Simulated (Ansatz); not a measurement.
# CH₃AlCl₂: how energies converge with the basis set

An exercise on one series of results from a longer session: the logs are not shown, and one member is left open.

The runs use Ansatz 0.2.0, Gaussian basis; one geometry, several basis sets.

Levels to be run: PBE0-D4/def2-SVP; ωB97M-V/def2-SVP; PBE0-D4/def2-QZVPP; ωB97M-V/def2-QZVPP; the functionals' def2-TZVPP values are taken from earlier runs.

## The relaxed structure

An earlier PBE0-D4 in a triple-zeta def2 set relaxation fixed the geometry.

7 atoms, charge 0, spin multiplicity 1.

Atoms are counted from 1 here; the program's logs count them from 0.

Bond lengths: Al1–C2 1.974 Å, Al1–Cl4 2.442 Å, Al1–H5 1.580 Å, Al1–H6 1.576 Å, C2–Cl3 1.743 Å, C2–Cl4 1.881 Å, C2–H7 1.086 Å. Angles: C2–Al1–Cl4 49.0°, C2–Al1–H5 116.5°, C2–Al1–H6 116.7°, Cl4–Al1–H5 108.5°, Cl4–Al1–H6 109.2°, H5–Al1–H6 126.6°, Al1–C2–Cl3 122.7°, Al1–C2–Cl4 78.6°, Al1–C2–H7 123.9°, Cl3–C2–Cl4 111.0°, Cl3–C2–H7 109.0°, Cl4–C2–H7 103.4°, Al1–Cl4–C2 52.4°.

Set-up of the first run:

File in.yaml:

```yaml
crystal:
  periodic: [false, false, false]
  atoms:
    - {symbol: Al, position_ang: [-0.638718, 0.884591, -0.102603]}
    - {symbol: C, position_ang: [0.755633, -0.506675, 0.031859]}
    - {symbol: Cl, position_ang: [1.369208, -1.079437, 1.559779]}
    - {symbol: Cl, position_ang: [-0.728723, -1.519886, -0.522193]}
    - {symbol: H, position_ang: [-0.749115, 1.639954, -1.485804]}
    - {symbol: H, position_ang: [-1.442189, 1.212881, 1.213160]}
    - {symbol: H, position_ang: [1.495103, -0.699427, -0.739898]}
basis:
  gaussian: {orbitals: def2-SVP}
hamiltonian: {xc: pbe0, dispersion: d4}
output: {orbitals: {seedname: orbitals}}
```

Run with:

```
> ansatz run in.yaml --threads 2 --pin off --events-out ev --progress --plain --max-ram 4352MiB
```

Steps of the session up to this table: PBE0-D4 in def2-SVP; ωB97M-V in def2-SVP; PBE0-D4 in def2-QZVPP; ωB97M-V in def2-QZVPP.

One table of the session follows, with a row left open; its other results are not shown here.

It belongs to the step «Density functionals: the series». 

| functional | basis | HOMO (eV) |
| --- | --- | --- |
| PBE0-D4 | def2-SVP | -7.74 |
| PBE0-D4 | def2-TZVPP | -7.82 |
| PBE0-D4 | def2-QZVPP | -7.84 |
| ωB97M-V | def2-SVP | -9.90 |
| ωB97M-V | def2-TZVPP | ? |
| ωB97M-V | def2-QZVPP | -10.05 |

Estimate the missing values for ωB97M-V, def2-TZVPP.

The run gave: HOMO (eV): -10.01. In the column «HOMO (eV)» it lies between ωB97M-V, def2-QZVPP (-10.05) and ωB97M-V, def2-SVP (-9.90).
